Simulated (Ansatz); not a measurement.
# CsCaBO3: the cost of one run

Method: DFT, PBE, plane-wave PAW, default files, scalar-relativistic, as far as a step names no other, in Ansatz 0.2.0.

## 1. Starting point

It takes space group P2_13 (No. 198, cubic). Conventional cell: a = 7.572 Å, b = 7.572 Å, c = 7.572 Å, α = 90.00°, β = 90.00°, γ = 90.00°. Cs (site symmetry 3) has 6 O at 3.15 to 3.22 Å and 1 B at 3.46 Å as nearest neighbours. Around Ca (site symmetry 3) lie 6 O at 2.34 to 2.35 Å. B (site symmetry 3) is surrounded by 3 O at 1.39 Å. O (site symmetry 1) has 1 B at 1.39 Å as nearest neighbours.

Structure file:

```
Cs Ca B O
1.0
     7.57200    0.00000    0.00000
     0.00000    7.57200    0.00000
     0.00000    0.00000    7.57200
Cs Ca B O
4 4 4 12
Cartesian
  4.8455 2.7265 6.5125
  6.5125 4.8455 2.7265
  1.0595 1.0595 1.0595
  2.7265 6.5125 4.8455
  6.4878 6.4878 6.4878
  4.8702 1.0842 2.7018
  2.7018 4.8702 1.0842
  1.0842 2.7018 4.8702
  0.7269 4.5129 6.8451
  3.0591 3.0591 3.0591
  4.5129 6.8451 0.7269
  6.8451 0.7269 4.5129
  0.6580 5.5556 0.1832
  3.1280 2.0164 3.9692
  4.4440 5.8024 7.3888
  6.9140 1.7696 3.6028
  0.1832 0.6580 5.5556
  3.9692 3.1280 2.0164
  7.3888 4.4440 5.8024
  3.6028 6.9140 1.7696
  5.5556 0.1832 0.6580
  2.0164 3.9692 3.1280
  5.8024 7.3888 4.4440
  1.7696 3.6028 6.9140
```

## 2. Gradients at the starting positions

input.yaml

```yaml
crystal:
  lattice:
    - [7.572, 0.0, 0.0]
    - [0.0, 7.572, 0.0]
    - [0.0, 0.0, 7.572]
  atoms:
    - { symbol: Cs, position: [0.63993, 0.36007, 0.86007] }
    - { symbol: Cs, position: [0.86007, 0.63993, 0.36007] }
    - { symbol: Cs, position: [0.13993, 0.13993, 0.13993] }
    - { symbol: Cs, position: [0.36007, 0.86007, 0.63993] }
    - { symbol: Ca, position: [0.85682, 0.85682, 0.85682] }
    - { symbol: Ca, position: [0.64318, 0.14318, 0.35682] }
    - { symbol: Ca, position: [0.35682, 0.64318, 0.14318] }
    - { symbol: Ca, position: [0.14318, 0.35682, 0.64318] }
    - { symbol: B, position: [0.096, 0.596, 0.904] }
    - { symbol: B, position: [0.404, 0.404, 0.404] }
    - { symbol: B, position: [0.596, 0.904, 0.096] }
    - { symbol: B, position: [0.904, 0.096, 0.596] }
    - { symbol: O, position: [0.0869, 0.7337, 0.0242] }
    - { symbol: O, position: [0.4131, 0.2663, 0.5242] }
    - { symbol: O, position: [0.5869, 0.7663, 0.9758] }
    - { symbol: O, position: [0.9131, 0.2337, 0.4758] }
    - { symbol: O, position: [0.0242, 0.0869, 0.7337] }
    - { symbol: O, position: [0.5242, 0.4131, 0.2663] }
    - { symbol: O, position: [0.9758, 0.5869, 0.7663] }
    - { symbol: O, position: [0.4758, 0.9131, 0.2337] }
    - { symbol: O, position: [0.7337, 0.0242, 0.0869] }
    - { symbol: O, position: [0.2663, 0.5242, 0.4131] }
    - { symbol: O, position: [0.7663, 0.9758, 0.5869] }
    - { symbol: O, position: [0.2337, 0.4758, 0.9131] }
kpoints:
  mp_grid: { grid: [3, 3, 3] }
scf:
  occupations: { method: fermi_dirac, width: 0.02 }
hamiltonian:
  xc: pbe
  pseudopotentials: { kind: paw }
output:
  forces: true
  stress: true
  populations: true
  efg:
    quadrupole_moments_barn: { Cs: -0.00343, Ca: -0.0408, B: 0.04059, O: -0.02558 }
    contact_densities: true
```

Launch:

```bash
$ ansatz run input.yaml --threads 1 --pin off --max-ram 2560MiB --backend cpu --events-out ev --progress --plain --runs-dir out
```

Q: Estimate wall time and peak memory on 1 thread of Arm Neoverse V1, shared host.

About 32 s, with a peak of 0.7 GiB.
